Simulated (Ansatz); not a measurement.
# CH11AlB2Si2: the cost of one run

Program: Ansatz 0.2.0. Level of theory: RKS PBE/STO-3G. These are calculated values, not measurements.

## 1. Starting point

Bond lengths (14 of 16 bonds, heavy atoms first): B1–Si2 1.891 Å, Si2–Si3 2.238 Å, Si3–B4 1.981 Å, Si3–Al5 2.320 Å, Al5–C6 2.014 Å, B1–H7 1.179 Å, B1–H8 1.240 Å, Si2–H9 1.514 Å, Si2–H10 1.475 Å, Si3–H11 1.448 Å, B4–H12 1.232 Å, B4–H13 1.056 Å, Al5–H14 1.581 Å, C6–H15 1.132 Å. Angles (14 of 27 angles, heavy atoms first): B1–Si2–Si3 108.6°, Si2–Si3–B4 106.5°, Si2–Si3–Al5 109.6°, B4–Si3–Al5 112.1°, Si3–Al5–C6 118.9°, B1–Si2–H9 111.3°, B1–Si2–H10 109.2°, Si3–Si2–H9 109.4°, Si3–Si2–H10 110.3°, Si2–B1–H7 122.1°, Si2–B1–H8 120.8°, Si2–Si3–H11 109.8°, B4–Si3–H11 107.7°, Al5–Si3–H11 111.1°.

Its coordinates follow in the input file.

## 2. Relaxing end A

input.yaml reads:

```yaml
crystal:
  periodic: [false, false, false]
  atoms:
    - { symbol: B, position_ang: [0.951, 1.8951, -2.0015] }
    - { symbol: Si, position_ang: [1.5756, 1.0172, -0.4472] }
    - { symbol: Si, position_ang: [0.6658, -1.0262, -0.3684] }
    - { symbol: B, position_ang: [1.4314, -1.9217, 1.2247] }
    - { symbol: Al, position_ang: [-1.6439, -0.8439, -0.242] }
    - { symbol: C, position_ang: [-2.456, 0.1948, 1.2808] }
    - { symbol: H, position_ang: [0.1667, 1.3985, -2.729] }
    - { symbol: H, position_ang: [1.2849, 3.0633, -2.249] }
    - { symbol: H, position_ang: [1.2016, 1.7825, 0.8042] }
    - { symbol: H, position_ang: [3.0462, 0.9217, -0.5022] }
    - { symbol: H, position_ang: [1.0655, -1.7859, -1.535] }
    - { symbol: H, position_ang: [0.62, -2.2851, 2.0772] }
    - { symbol: H, position_ang: [2.4679, -2.0806, 1.3509] }
    - { symbol: H, position_ang: [-2.5988, -1.4799, -1.3293] }
    - { symbol: H, position_ang: [-3.1258, -0.505, 1.866] }
    - { symbol: H, position_ang: [-3.0334, 1.0664, 0.8989] }
    - { symbol: H, position_ang: [-1.6376, 0.5884, 1.941] }
basis:
  gaussian: { orbitals: STO-3G }
hamiltonian:
  xc: pbe
relax:
  f_tol: 0.015
  max_steps: 40
```

Run with:

```console
ansatz run input.yaml --threads 1 --pin off --max-ram 2048MiB --backend cpu --events-out ev --progress --plain --runs-dir out
```

**Question.** How long does this run take on 1 thread of Arm Neoverse V1, shared host, and how much memory does it need?

About 1.7 min, with a peak of 0.16 GiB.
